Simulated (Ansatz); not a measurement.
# CH4FGeN: small, medium and large basis sets

How large a basis does CH4FGeN need? Two functionals are run in growing sets.

Computed with Ansatz 0.2.0, Gaussian basis. Level: one geometry, several basis sets.

Levels to be run: PBE0-D4/def2-SVP; ωB97M-V/def2-SVP; PBE0-D4/def2-QZVPP; ωB97M-V/def2-QZVPP; the functionals' def2-TZVPP values are taken from earlier runs.

### Step 1. The geometry

An earlier PBE0-D4 in a triple-zeta def2 set relaxation fixed the geometry.

SMILES `N=[C](F)[GeH3]`, 8 atoms, charge 0, spin multiplicity 1.

Atoms are counted from 1 here; the program's logs count them from 0.

Bond lengths: N1–C2 1.246 Å, N1–H5 1.016 Å, C2–F3 1.345 Å, C2–Ge4 1.978 Å, Ge4–H6 1.532 Å, Ge4–H7 1.534 Å, Ge4–H8 1.532 Å. Angles: C2–N1–H5 111.2°, N1–C2–F3 117.3°, N1–C2–Ge4 131.1°, F3–C2–Ge4 111.5°, C2–Ge4–H6 108.9°, C2–Ge4–H7 106.6°, C2–Ge4–H8 108.9°, H6–Ge4–H7 111.0°, H6–Ge4–H8 110.4°, H7–Ge4–H8 111.0°.

### Step 2. PBE0-D4 in def2-SVP

in.yaml

```yaml
crystal:
  periodic: [false, false, false]
  atoms:
    - {symbol: N, position_ang: [1.895869, 0.222254, -0.348528]}
    - {symbol: C, position_ang: [0.908058, 0.027267, 0.385604]}
    - {symbol: F, position_ang: [1.137380, -0.127061, 1.702377]}
    - {symbol: Ge, position_ang: [-1.019876, -0.103784, -0.035486]}
    - {symbol: H, position_ang: [1.617199, 0.325378, -1.319862]}
    - {symbol: H, position_ang: [-1.766230, 1.006927, 0.710324]}
    - {symbol: H, position_ang: [-1.149662, 0.071557, -1.553948]}
    - {symbol: H, position_ang: [-1.530739, -1.479638, 0.403720]}
basis:
  gaussian: {orbitals: def2-SVP}
hamiltonian: {xc: pbe0, dispersion: d4}
output: {orbitals: {seedname: orbitals}}
```

After this run come: ωB97M-V in def2-SVP; PBE0-D4 in def2-QZVPP; ωB97M-V in def2-QZVPP.

Before running them: what should the planned runs give, taken together? Wanted: PBE0-D4: double and triple zeta above quadruple; ωB97M-V: double and triple zeta above quadruple.

As calculated:

| quantity | value |
| --- | --- |
| PBE0-D4: double and triple zeta above quadruple | 14.96, 1.51 eV |
| ωB97M-V: double and triple zeta above quadruple | 15.09, 1.47 eV |

What this shows: PBE0-D4 gains 13.44 eV from double to triple zeta, then 1.51 eV more. Total energies overstate the basis error of differences, where much of it tends to cancel.
